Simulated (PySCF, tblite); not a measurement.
**C7H8FO radical: geometry, infrared bands and EPR parameters**

Aim: predict the infrared bands and EPR parameters of C7H8FO radical (`C=CC(=[C]OCF)C=C`).

The runs use tblite 0.8.0 and PySCF 2.14.0, with density-fitted response routines of our own; the level of theory stands in each step. All values are computed, except where a source is named. Atoms count from 0, in the outputs and in this text.

### Step 1. The molecule as given

17 atoms, charge 0, multiplicity 2; geometry from: force field or distance geometry start.

Bonds of the start (Å): C0–C1 1.34, C1–C2 1.44, C2–C3 1.31, C3–O4 1.33, O4–C5 1.42, C5–F6 1.36, C2–C7 1.46, C7–C8 1.34, C0–H9 1.10, C0–H10 1.08, C1–H11 1.09, C5–H12 1.09, C5–H13 1.10, C7–H14 1.09, C8–H15 1.08, C8–H16 1.09.

### Step 2. Optimising the geometry with GFN2-xTB

Job settings and geometry (Å):

```
{"job": {"kind": "relax", "xc": "GFN2-xTB", "basis": "xTB"}, "charge": 0, "multiplicity": 2}
C     -0.008200    -3.003700     0.587100
C      0.515500    -1.770600     0.644300
C     -0.144400    -0.550900     0.252800
C      0.194700     0.548700     0.876800
O      0.555300     1.646600     1.541000
C      1.300500     2.493800     0.673900
F      1.647600     3.595700     1.399100
C     -1.024200    -0.446400    -0.911400
C     -1.756900     0.607400    -1.282600
H     -1.027200    -3.175900     0.224800
H      0.542600    -3.868200     0.922900
H      1.520900    -1.670700     1.064200
H      0.703200     2.829500    -0.168500
H      2.233600     2.009200     0.340500
H     -1.093600    -1.338300    -1.529900
H     -2.389200     0.566600    -2.158500
H     -1.776900     1.539200    -0.713300
```

Started as:

```sh
$ OMP_NUM_THREADS=1 python probes_run.py task.json out
```

This one command runs all jobs of the session in turn.

Log:

```text
step      E/eV     max force
  0    -752.71905    2.166
  1    -752.80643    1.211
  2    -752.82444    0.567
  3    -752.83614    0.290
  4    -752.84960    0.282
  5    -752.85553    0.361
  6    -752.86202    0.209
  7    -752.86962    0.237
  8    -752.88129    0.304
  9    -752.89392    0.349
 10    -752.90455    0.320
 11    -752.91818    0.281
 12    -752.92981    0.347
 13    -752.94975    0.507
 14    -752.97353    0.505
 15    -752.99510    0.414
 16    -753.01236    0.438
 17    -753.03183    0.340
 18    -753.06328    0.435
 19    -753.08654    0.447
 20    -753.10323    0.322
 21    -753.11289    0.610
 22    -753.12765    0.322
 23    -753.14328    0.304
 24    -753.16199    0.266
 25    -753.17140    0.306
 26    -753.19345    0.357
 27    -753.21043    0.356
 28    -753.22398    0.298
 29    -753.23509    0.302
 30    -753.24470    0.358
 31    -753.25814    0.286
 32    -753.26741    0.224
 33    -753.27381    0.175
 34    -753.27849    0.157
 35    -753.28342    0.204
 36    -753.28893    0.247
 37    -753.29428    0.219
 38    -753.29808    0.151
 39    -753.30093    0.131
 40    -753.30364    0.147
 41    -753.30703    0.137
 42    -753.31020    0.152
 43    -753.31413    0.186
 44    -753.31874    0.175
 45    -753.32459    0.219
 46    -753.33141    0.239
 47    -753.33814    0.266
 48    -753.34341    0.184
 49    -753.34710    0.113
 50    -753.34956    0.119
 51    -753.35177    0.146
 52    -753.35439    0.160
 53    -753.35781    0.169
 54    -753.36209    0.171
 55    -753.36603    0.234
 56    -753.37231    0.333
 57    -753.37848    0.336
 58    -753.38943    0.215
 59    -753.39330    0.175
 60    -753.39983    0.170
 61    -753.40258    0.191
 62    -753.40524    0.147
 63    -753.40833    0.108
 64    -753.41035    0.097
 65    -753.41212    0.113
 66    -753.41301    0.102
 67    -753.41386    0.069
 68    -753.41482    0.080
 69    -753.41576    0.078
 70    -753.41642    0.072
 71    -753.41688    0.046
 72    -753.41730    0.052
 73    -753.41774    0.049
 74    -753.41819    0.041
 75    -753.41856    0.045
 76    -753.41889    0.052
 77    -753.41929    0.052
 78    -753.41984    0.073
 79    -753.42055    0.071
 80    -753.42126    0.062
 81    -753.42178    0.054
 82    -753.42213    0.045
 83    -753.42238    0.030
 84    -753.42258    0.036
 85    -753.42274    0.023
 86    -753.42283    0.021
 87    -753.42289    0.019
 88    -753.42294    0.016
 89    -753.42298    0.014
 90    -753.42302    0.017
 91    -753.42305    0.017
 92    -753.42309    0.018
 93    -753.42316    0.024
 94    -753.42329    0.028
 95    -753.42348    0.037
 96    -753.42372    0.036
 97    -753.42400    0.039
 98    -753.42436    0.046
 99    -753.42487    0.064
100    -753.42543    0.062
101    -753.42583    0.048
102    -753.42602    0.038
103    -753.42611    0.044
104    -753.42626    0.041
105    -753.42648    0.031
106    -753.42667    0.028
107    -753.42677    0.013
108    -753.42681    0.014
109    -753.42685    0.012
110    -753.42687    0.010
111    -753.42690    0.009
```

Wall time 0.65 s (1 thread of Arm Neoverse V2, shared host).

Relaxation path: (not every step is listed)

| step | energy from step 0 (eV) | largest force (eV/Å) |
| --- | --- | --- |
| 0 | 0.0000 | 2.1664 |
| 1 | -0.0874 | 1.2110 |
| 2 | -0.1054 | 0.5669 |
| 3 | -0.1171 | 0.2897 |
| 4 | -0.1305 | 0.2820 |
| 5 | -0.1365 | 0.3612 |
| 6 | -0.1430 | 0.2086 |
| 7 | -0.1506 | 0.2368 |
| 8 | -0.1622 | 0.3041 |
| 17 | -0.3128 | 0.3401 |
| 26 | -0.4744 | 0.3569 |
| 35 | -0.5644 | 0.2044 |
| 44 | -0.5997 | 0.1749 |
| 53 | -0.6388 | 0.1695 |
| 62 | -0.6862 | 0.1474 |
| 71 | -0.6978 | 0.0463 |
| 80 | -0.7022 | 0.0616 |
| 89 | -0.7039 | 0.0140 |
| 98 | -0.7053 | 0.0462 |
| 106 | -0.7076 | 0.0283 |
| 107 | -0.7077 | 0.0128 |
| 108 | -0.7078 | 0.0138 |
| 109 | -0.7078 | 0.0117 |
| 110 | -0.7078 | 0.0102 |
| 111 | -0.7079 | 0.0094 |

Close pairs (by a distance rule), those that changed most:

| bond | before (Å) | after (Å) | change (Å) |
| --- | --- | --- | --- |
| O4–C5 | 1.423 | 1.384 | -0.039 |
| C2–C3 | 1.309 | 1.329 | +0.020 |
| C0–H9 | 1.095 | 1.077 | -0.018 |
| C1–C2 | 1.441 | 1.459 | +0.018 |
| C8–H16 | 1.092 | 1.076 | -0.016 |
| C0–C1 | 1.341 | 1.328 | -0.013 |
| C1–H11 | 1.094 | 1.082 | -0.013 |
| C7–C8 | 1.336 | 1.325 | -0.011 |

The next job starts from the end point, and lists it.

### Step 3. Infrared spectrum with GFN2-xTB

Job settings and geometry (Å):

```
{"job": {"kind": "ir", "xc": "GFN2-xTB", "basis": "xTB"}, "charge": 0, "multiplicity": 2}
C     -0.124059    -3.028122     0.572458
C      0.469353    -1.855036     0.761276
C      0.010495    -0.575850     0.231402
C      0.599957     0.540718     0.647105
O      0.285876     1.833804     0.510811
C      1.327927     2.742462     0.564735
F      1.659775     3.012060     1.864691
C     -0.979205    -0.565191    -0.859305
C     -1.794098     0.442025    -1.138541
H     -1.023945    -3.140420    -0.008029
H      0.272583    -3.928925     1.007586
H      1.348392    -1.795398     1.388556
H      0.975945     3.681528     0.121719
H      2.242408     2.374787     0.076713
H     -0.983238    -1.460667    -1.466043
H     -2.489403     0.389641    -1.959753
H     -1.805762     1.344615    -0.552175
```

Log:

```text
mode    cm-1     km/mol
  1      45.0      4.57
  2      59.7      2.43
  3      87.1      1.09
  4      95.3      1.29
  5     135.7      4.31
  6     200.5      4.14
  7     231.4      0.61
  8     326.4      3.48
  9     352.5      1.57
 10     393.8      1.28
 11     466.3      7.35
 12     508.3      7.20
 13     556.7     27.17
 14     636.1      1.76
 15     702.8      1.12
 16     800.6     28.19
 17     874.8      8.88
 18     879.6     18.32
 19     968.5     87.15
 20     980.8    209.08
 21     997.0     55.00
 22     999.2      0.60
 23    1006.5      9.70
 24    1038.5     65.96
 25    1077.6     31.02
 26    1156.5    281.25
 27    1205.9     10.12
 28    1239.7     46.04
 29    1276.5      7.74
 30    1292.1     17.27
 31    1317.5      5.30
 32    1396.2      0.45
 33    1412.3      0.78
 34    1413.4      1.02
 35    1603.6    169.90
 36    1663.7     26.28
 37    1680.0     58.42
 38    2899.0     38.30
 39    2949.8     15.93
 40    3053.6     17.28
 41    3064.1     25.82
 42    3100.9     13.29
 43    3110.0     12.96
 44    3133.2     36.24
 45    3134.6     40.07
```

Run time: 0.5 s. Hardware: 1 thread of Arm Neoverse V2, shared host.

The strongest bands and the atoms that carry them (share of the mass-weighted mode):

| cm⁻¹ | km/mol | atoms |
| --- | --- | --- |
| 968 | 87.2 | C5 41 %, O4 13 % |
| 981 | 209.1 | C5 39 %, F6 25 % |
| 997 | 55.0 | H14 42 %, H16 32 % |
| 1038 | 66.0 | H16 14 %, H14 14 %, H15 13 %, C7 12 % |
| 1156 | 281.2 | O4 28 %, C3 17 %, C2 16 %, H12 14 % |
| 1240 | 46.0 | H13 42 %, H12 36 % |
| 1604 | 169.9 | C3 35 %, C2 28 %, C8 15 %, C7 14 % |
| 1680 | 58.4 | C7 26 %, C8 22 %, C3 19 %, C2 12 % |

### Step 4. g tensor and hyperfine couplings: B3LYP/pcH-1

Same as in step 3 but for these lines:

```diff
@@ -1,2 +1,2 @@
-{"job": {"kind": "ir", "xc": "GFN2-xTB", "basis": "xTB"}, "charge": 0, "multiplicity": 2}
+{"job": {"kind": "epr", "basis": "pcH-1"}, "charge": 0, "multiplicity": 2}
 C     -0.124059    -3.028122     0.572458
```

Level: UKS B3LYP, pcH-1 on C F H O, non-relativistic, mean-field spin-orbit, GIAO.

Log:

```text
UKS, coarse grid
  cycle   1  E = -446.38211425  |g| = 5.53e-01
  cycle   2  E = -446.20334444  |g| = 8.66e-01
  cycle   3  E = -446.49180090  |g| = 1.35e-01
  cycle   4  E = -446.50033082  |g| = 6.55e-02
  cycle   5  E = -446.50239320  |g| = 2.03e-02
  cycle   6  E = -446.50259770  |g| = 6.27e-03
  cycle   7  E = -446.50262637  |g| = 3.72e-03
  cycle   8  E = -446.50263878  |g| = 1.84e-03
  cycle   9  E = -446.50264571  |g| = 1.03e-03
  cycle  10  E = -446.50264865  |g| = 7.34e-04
UKS, final grid
  cycle   1  E = -446.50260598  |g| = 1.03e-03
  cycle   2  E = -446.50260540  |g| = 1.86e-03
  cycle   3  E = -446.50260721  |g| = 2.70e-04
  cycle   4  E = -446.50260749  |g| = 2.84e-04
  cycle   5  E = -446.50260780  |g| = 8.94e-05
  cycle   6  E = -446.50260781  |g| = 1.83e-05
E = -446.50260781 Eh   <S^2> = 0.7560 (exact 0.7500)
g shifts (ppm)      1          2          3
  rmc          -196       -196       -196
  gc             17         34         -9
  oz_so        -327        128       1321
  total        -506        -34       1117
hyperfine (MHz)  atom isotope    a_iso     a_fc   dipolar eigenvalues
    0   13C      -0.83      -0.83     -1.91      0.02      1.89
    1   13C      30.68      30.68     -2.64     -1.31      3.95
    2   13C      39.26      39.26    -16.67     -4.92     21.60
    3   13C     391.58     391.58    -73.54    -54.93    128.47
    4   17O      -8.64      -8.64    -49.39     23.81     25.59
    5   13C      31.06      31.06     -2.32     -1.50      3.82
    6   19F      -0.26      -0.26    -13.48     -8.02     21.50
    7   13C      41.05      41.05     -5.63     -4.43     10.06
    8   13C      -0.23      -0.23     -2.10     -0.81      2.91
    9    1H       0.18       0.18     -1.23     -1.02      2.25
   10    1H       0.16       0.16     -0.98     -0.69      1.67
   11    1H      -1.64      -1.64     -5.39     -3.51      8.90
   12    1H      -2.06      -2.06     -3.17     -2.54      5.71
   13    1H      -0.61      -0.61     -5.18     -3.58      8.76
   14    1H      10.68      10.68     -3.17     -1.00      4.17
   15    1H       4.19       4.19     -1.71     -1.23      2.93
   16    1H       2.77       2.77     -3.74     -0.52      4.26
```

Wall time 1.8 min (1 thread of Arm Neoverse V2, shared host); peak memory 0.97 GiB.

Principal g values 2.00181, 2.00228, 2.00344; g(iso) = 2.00251, against 2.00232 for a free electron.

Mean a(iso) over the nuclei that a row names, and the largest dipolar term of the row (other rows stand at the frozen geometry):

| nuclei | isotope | a(iso) (MHz) | a(iso) (G, at g = 2.0023) | largest dipolar term (MHz) |
| --- | --- | --- | --- | --- |
| C3 | 13C | 391.6 | 139.7 | 128.5 |
| C7 | 13C | 41.0 | 14.6 | 10.1 |
| C2 | 13C | 39.3 | 14.0 | 21.6 |
| C5 | 13C | 31.1 | 11.1 | 3.8 |
| C1 | 13C | 30.7 | 10.9 | 3.9 |
| H14 | 1H | 10.7 | 3.8 | 4.2 |
| O4 | 17O | -8.6 | -3.1 | -49.4 |
| H15 | 1H | 4.2 | 1.5 | 2.9 |
| H16 | 1H | 2.8 | 1.0 | 4.3 |
| H11 | 1H | -1.6 | -0.6 | 8.9 |
| H12, H13 | 1H | -1.3 | -0.5 | 8.8 |
| C0 | 13C | -0.8 | -0.3 | -1.9 |
| F6 | 19F | -0.3 | -0.1 | 21.5 |
| C8 | 13C | -0.2 | -0.1 | 2.9 |

Mulliken spin populations:

C0 -0.01; C1 0.02; C2 -0.06; C3 0.88; O4 0.08; C5 0.00; F6 0.00; C7 0.04; C8 0.02; H9 0.00; H10 0.00; H11 0.01; H12 0.00; H13 0.00; H14 0.00; H15 0.00; H16 0.00

In first order the couplings over 0.8 MHz of 1H give 48 distinct lines over 7.8 G, if the averaged nuclei exchange fast; the same motion can average rows kept apart here too.

The fields below are evaluated on a grid from the run's orbitals.

ELF in a plane through or near 12 of the atoms.

Ten even steps from '0' (0.00) to '9' (1.00):
```
0000000000000000000000000000
0000000000000000000000000000
0000000000000000000000000000
0000000000000000000000000000
0000000000000004760000000000
0000012200011019992006740000
0000257630177119993069994000
0000477620389704865489994000
0000015433462547828166520000
0001378278771711854689510000
0008999547762557610799940000
0004997027720057640079820000
0000020000036588664000000000
0000000000699537521000000000
0000000000466678410000000000
0000000000002799820000000000
0000000000001799920000000000
0000000000000033000000000000
0000000000000000000000000000
0000000000000000000000000000
```
The map spans 12.8 Å across and 11.7 Å up, centred on the molecule. Atoms in the plane (x, y in Å): C0 (2.9, 0.9), C1 (1.6, 1.2), C2 (0.5, 0.2), C3 (-0.7, 0.7), O4 (-1.9, 0.0), C5 (-3.0, 0.6), C8 (0.1, -2.2), H9 (3.3, -0.1), H10 (3.7, 1.7), H11 (1.3, 2.2), H12 (-3.8, -0.2), H15 (0.4, -3.2).

On the surface of density 0.002 e/bohr³ the electrostatic potential runs, from the 1st to the 99th percentile, from -0.85 V near F6 to 1.32 V near H12.

The spin density lies nearest to C3 69 %; O4 12 %; C2 7 % (both signs).

### Step 5. Summary of results

| quantity | value |
| --- | --- |
| strongest single infrared mode (GFN2-xTB) | 1156 cm⁻¹, 281 km/mol |
| zero-point energy (GFN2-xTB) | 79.4 kcal/mol |
| g(iso) (B3LYP) | 2.00251 |
| ⟨S²⟩ | 0.756 (exact 0.75) |
| largest a(iso) (averaged by class) | 13C on C3, 391.6 MHz |
| potential on the surface of density 0.002 e/bohr³, 1st and 99th percentile | -0.85 V and 1.32 V |

**Reading.** The optimisation took 111 steps and gained 0.708 eV; among the close pairs (by a distance rule), O4–C5 changed most, from 1.423 to 1.384 Å. All 45 modes are real, so the xTB geometry is a minimum. The strongest single mode, at 1156 cm⁻¹, has its largest shares on O4, C3, C2 and H12 (the list is cut at 4 atoms). Unscaled tight-binding wavenumbers are off by several per cent, some by more. Its intensities can rank the bands wrongly. Most of the unpaired spin sits on C3 (0.88 e). The isotropic g lies 0.2 ppt above the free-electron value. These values are for one conformer; the search (at its own cheap level) found 2 more, at 0.33, 0.86 kcal/mol, and measured spectra average over such forms.
